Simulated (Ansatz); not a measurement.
# CH5BN2O: the cost of one run

Program: Ansatz 0.2.0, Gaussian basis. Level of theory: the settings change from run to run. These are calculated values, not measurements.

## Step 1: The molecule

An earlier PBE0-D4 in a triple-zeta def2 set relaxation fixed the geometry.

SMILES `C=NB(N)O`, 10 atoms, charge 0, spin multiplicity 1.

Atoms are counted from 1 here; the program's logs count them from 0.

Bond lengths: C1–N2 1.252 Å, C1–H6 1.101 Å, C1–H7 1.096 Å, N2–B3 1.447 Å, B3–N4 1.412 Å, B3–O5 1.373 Å, N4–H8 1.004 Å, N4–H9 1.004 Å, O5–H10 0.958 Å. Angles: N2–C1–H6 124.1°, N2–C1–H7 120.5°, H6–C1–H7 115.5°, C1–N2–B3 127.6°, N2–B3–N4 119.3°, N2–B3–O5 117.0°, N4–B3–O5 123.6°, B3–N4–H8 121.4°, B3–N4–H9 124.3°, H8–N4–H9 113.8°, B3–O5–H10 113.9°.

## Step 2: B3LYP/def2-SVP

Options: charge +1, multiplicity 2, D3(BJ) with three-body dispersion, high accuracy, the search for lower states set to light.

Input file in.yaml:

```yaml
crystal:
  periodic: [false, false, false]
  atoms:
    - {symbol: C, position_ang: [-0.997567, 1.326073, -0.984468]}
    - {symbol: N, position_ang: [-0.284118, 0.298441, -1.032867]}
    - {symbol: B, position_ang: [0.499250, -0.282679, 0.036234]}
    - {symbol: N, position_ang: [-0.037229, -1.353775, 0.783786]}
    - {symbol: O, position_ang: [1.763667, 0.218408, 0.226751]}
    - {symbol: H, position_ang: [-1.134011, 1.940060, -0.081031]}
    - {symbol: H, position_ang: [-1.535107, 1.671788, -1.874470]}
    - {symbol: H, position_ang: [-0.943127, -1.733569, 0.577831]}
    - {symbol: H, position_ang: [0.473924, -1.874881, 1.472671]}
    - {symbol: H, position_ang: [2.277416, -0.260866, 0.878464]}
basis:
  gaussian: {orbitals: def2-SVP}
total_charge: 1
magnetization: {spin_polarized: true, initial_magnetization: 1}
hamiltonian: {xc: {name: B3LYP}, dispersion: d3bjatm}
accuracy: high
scf: {lower_state_search: light}
```

Command:

```console
$ ansatz run in.yaml --threads 2 --pin off --events-out ev --progress --plain --max-ram 4352MiB
```

What time and memory should one allow on 2 threads of AMD EPYC 9B14, shared host?

About 5.5 s, with a peak of 0.52 GiB.
